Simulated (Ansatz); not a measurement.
## Sn2PdAu, space group P-3m1: a convergence test of the plane-wave cutoff, step by step

With the Ansatz DFT code, driven from Python.

The cells in order, each with its output:

In [1]:
```python
import csv

import ansatz as az
```

In [2]:
```python
XC = "pbesol"
MESH = (6, 6, 4)
```

In [3]:
```python
lattice = az.Lattice.of(
    (4.163018, 0.0, 0.0),
    (-2.081509, 3.605279, 0.0),
    (0.0, 0.0, 5.698297),
)
sites = [
    ("Sn", (1 / 3, 2 / 3, 0.23547)),
    ("Sn", (2 / 3, 1 / 3, 0.76453)),
    ("Pd", (0.0, 0.0, 0.0)),
    ("Au", (0.0, 0.0, 0.5)),
]
system = az.Crystal(lattice=lattice)
for symbol, position in sites:
    system = system.atom(symbol, position)

model = (
    system.calculation()
    .functional(XC)
    .kpoints(*MESH)
    .occupations(az.OccupationsMethod.METHFESSEL_PAXTON)  # the run then minimises F = E - TS
)
```

In [4]:
```python
rows = []
for value in [250, 325, 400, 475, 550, 625]:
    rep = model.basis(value).run(threads=1).report
    rows.append((value, rep["free_energy_ev"] / len(rep["lattice"]["sites"]), rep["n_iterations"], rep["n_pw"]))

with open("ecut.csv", "w", newline="") as handle:
    writer = csv.writer(handle)
    writer.writerow(["cutoff (eV)", "F/atom (eV)", "iterations", "plane waves"])
    writer.writerows([round(v, 5) if isinstance(v, float) else v for v in row] for row in rows)
```
```text
DeckWarning: basis.ecutwfc = 250 eV is below the records' recommended 420 eV, and the density's cutoff is lower with it unless basis.ecutrho_ratio is high enough to keep the records' density cutoff: compare with a run at a higher cutoff
DeckWarning: basis.ecutwfc = 325 eV is below the records' recommended 420 eV, and the density's cutoff is lower with it unless basis.ecutrho_ratio is high enough to keep the records' density cutoff: compare with a run at a higher cutoff
DeckWarning: basis.ecutwfc = 400 eV is below the records' recommended 420 eV, and the density's cutoff is lower with it unless basis.ecutrho_ratio is high enough to keep the records' density cutoff: compare with a run at a higher cutoff
```

In [5]:
```python
# differences from the last row
for row in rows[:-1]:
    shift = 1000 * (row[1] - rows[-1][1])
    print(f"{row[0]}: {shift:+.2f} meV/atom" + ("  (within 1 meV)" if abs(shift) < 1 else ""))
```
```text
250: +1081.16 meV/atom
325: +26.78 meV/atom
400: +2.23 meV/atom
475: +0.48 meV/atom  (within 1 meV)
550: +0.14 meV/atom  (within 1 meV)
```

`ecut.csv`, as written:
```csv
cutoff (eV),F/atom (eV),iterations,plane waves
250,-7952.62816,8,783
325,-7953.68254,6,1133
400,-7953.70709,7,1543
475,-7953.70884,7,2055
550,-7953.70918,7,2499
625,-7953.70932,7,3101
```

From 475 eV on it stays within 1 meV an atom of the value at 625 eV; the first row (250 eV) is off by 1081.2 meV and the last but one by 0.14 meV. The energy falls steadily, as expected when plane waves are added.

Notes:
- The run is spin-unpolarised.
- The mesh is modest for a metal, so energies can be off by several to tens of meV an atom and pressures by half a GPa or more; differences at equal mesh fare better.
- Spin-orbit coupling, which matters for elements this heavy, is left out.
- This cell is a computed structure, which may not be the phase found in nature.
- Warnings are shown shortened and without file and line.
- Shifts are counted from the last row, which is itself no proven limit.
- Finished in 23 s on 1 thread of Arm Neoverse V2 (shared host), peak memory 0.51 GiB.
